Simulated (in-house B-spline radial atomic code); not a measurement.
**Br²⁺: ionisation energy by several methods**

The task here is to estimate one member of a computed series from the others.

The numbers are computed with in-house B-spline radial atomic code version 1 (non-relativistic, several functionals, spin-polarised, exact exchange averaged over the configuration; spherical all-electron atom at the radial basis limit), except any that are marked as measured or tabulated.

### What is computed

```
element       : bromine (Z = 35)
charge        : +2
electrons     : 33
configuration : [Ar] 3d10 4s2 4p3
nucleus       : point
```

Outer shells as boxes (Hund's rule):

[Ar] 3d10 4s2 4p3
```
[Ar] core
3d [↑↓][↑↓][↑↓][↑↓][↑↓]
4s [↑↓]
4p [↑ ][↑ ][↑ ]
```

Where spins are not typed, each open shell is filled with up spins first.

The first run:

Input settings:

```ini
Z = 35
electrons = 33.0
configuration = [Ar] 3d10 4s2 4p3
hamiltonian = nr
method = b3lyp
spin_polarised = True
exact_exchange = averaged over the configuration
```

Started as:

```sh
$ python run_scf.py task.json out
```

task.json lists these runs, among others, and the program works through them in turn.

Steps of the session up to this table: B3LYP; LC-ωPBE; B97-1; HSE06; BHandHLYP; PBE0.

One table of the session follows, with a row left open; its other results are not shown here.

```
   method  ΔSCF (eV)
    B3LYP     35.047
    B97-1          ?
BHandHLYP     35.008
     PBE0     35.196
  LC-ωPBE     35.202
    HSE06     35.149
```

Q: Estimate the row for B97-1 from the others.

As computed: ΔSCF (eV): 35.039. In the column «ΔSCF (eV)» it lies between BHandHLYP (35.008) and B3LYP (35.047).

To keep in mind: These runs leave out relativity, which matters at this nuclear charge.
